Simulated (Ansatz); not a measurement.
**Li+ with SiH4: superposition error and deformation**

One table from this session's results is given with a row withheld; the runs are named, their logs left out.

The runs use Ansatz 0.2.0, Gaussian basis; PBE0-D4 structures, single points in def2-TZVPPD.

Levels: PBE-D4, revPBE-D4, BLYP-D4, r2SCAN-D4, B97M-V, PBE0-D4, B3LYP-D4, HSE06-D4, wB97X-V, wB97M-V, B2PLYP, Hartree-Fock, MP2, CCSD, CCSD(T).

Cores are frozen in the correlated methods. The outer core shell of Li, Na, Mg and K is correlated. B3LYP uses VWN-RPA correlation. B2PLYP carries no dispersion term here.

129 further runs of the same task are left out: 129 set aside as unsound or not needed.

**Starting geometry**

The relaxed pair: 6 atoms, charge 1, spin multiplicity 1.

Atoms are counted from 1 here; the program's logs count them from 0.

Bond lengths: Li1–H4 1.759 Å, Si2–H3 1.475 Å, Si2–H4 1.529 Å, Si2–H5 1.475 Å, Si2–H6 1.476 Å. Angles: H3–Si2–H4 104.2°, H3–Si2–H5 114.2°, H3–Si2–H6 114.2°, H4–Si2–H5 104.2°, H4–Si2–H6 104.2°, H5–Si2–H6 114.1°, Li1–H4–Si2 178.8°.

As a file:

```xyz
6
charge 1, multiplicity 1
Li   -0.6333   -0.4298   -2.5535
Si    0.1483    0.0999    0.5950
H    -0.5605    1.3436    0.9521
H    -0.2308   -0.1422   -0.8660
H    -0.3419   -1.0996    1.3004
H     1.6181    0.2279    0.5719
```

Atoms 1 to 1 are fragment A (Li+), the rest fragment B (SiH4). From earlier runs, pair energy (eV) and counterpoise interaction (meV):

| method | E(pair) | interaction |
| --- | --- | --- |
| PBE-D4 | -8136.28211 | -699 |
| revPBE-D4 | -8139.85108 | -680 |
| BLYP-D4 | -8141.15509 | -731 |
| r2SCAN-D4 | -8140.44039 | -616 |
| B97M-V | -8140.13299 | -708 |
| PBE0-D4 | -8137.35930 | -686 |
| B3LYP-D4 | -8142.44212 | -725 |
| HSE06-D4 | -8137.13290 | -687 |
| wB97X-V | -8140.02081 | -670 |
| wB97M-V | -8140.12302 | -680 |
| B2PLYP | -8137.82758 | -696 |
| Hartree-Fock | -8123.01436 | -661 |
| MP2 | -8127.75313 | -649 |
| CCSD(T) | -8128.78826 | -646 |

First each fragment is run alone in its own basis, frozen in the shape it has in the pair (a, b).

Set-up of the first run:

The input, a/in.yaml:

```yaml
crystal:
  periodic: [false, false, false]
  atoms:
    - {symbol: Li, position_ang: [-0.633335, -0.429769, -2.553494]}
basis:
  gaussian: {orbitals: "def2-TZVPPD.json"}
total_charge: 1
hamiltonian: {xc: {name: wB97X-V}}
```

The input, b/in.yaml:

```yaml
crystal:
  periodic: [false, false, false]
  atoms:
    - {symbol: Si, position_ang: [0.148343, 0.099950, 0.595018]}
    - {symbol: H, position_ang: [-0.560539, 1.343618, 0.952089]}
    - {symbol: H, position_ang: [-0.230800, -0.142223, -0.865958]}
    - {symbol: H, position_ang: [-0.341901, -1.099591, 1.300447]}
    - {symbol: H, position_ang: [1.618132, 0.227917, 0.571898]}
basis:
  gaussian: {orbitals: "def2-TZVPPD.json"}
hamiltonian: {xc: {name: wB97X-V}}
```

The basis file named in the input lies beside it (Basis Set Exchange, JSON).

Each run has its own folder and the same command.

Started as:

```console
> ansatz run in.yaml --threads 2 --pin off --events-out ev --progress --plain --max-ram 5222MiB
```

Steps of the session up to this table: wB97X-V/def2-TZVPPD; wB97M-V/def2-TZVPPD; B2PLYP/def2-TZVPPD; B97M-V/def2-TZVPPD; CCSD(T)/def2-TZVPPD; Relaxing SiH4 alone; PBE-D4/def2-TZVPPD; r2SCAN-D4/def2-TZVPPD; PBE0-D4/def2-TZVPPD; B3LYP-D4/def2-TZVPPD; BLYP-D4/def2-TZVPPD; revPBE-D4/def2-TZVPPD; HSE06-D4/def2-TZVPPD.

One of the session's tables, all rows but one given; the rest of the session is left out.

| method | interaction with counterpoise (meV) |
| --- | --- |
| PBE-D4 | -699 |
| revPBE-D4 | -680 |
| BLYP-D4 | -731 |
| r2SCAN-D4 | -616 |
| B97M-V | -708 |
| PBE0-D4 | -686 |
| B3LYP-D4 | -725 |
| HSE06-D4 | -687 |
| wB97X-V | -670 |
| wB97M-V | -680 |
| B2PLYP | -696 |
| Hartree-Fock | -661 |
| MP2 | -649 |
| CCSD | ? |
| CCSD(T) | -646 |

Estimate the missing values for CCSD.

As computed: interaction with counterpoise (meV): -650. In the column «interaction with counterpoise (meV)» it lies between Hartree-Fock (-661) and MP2 (-649).
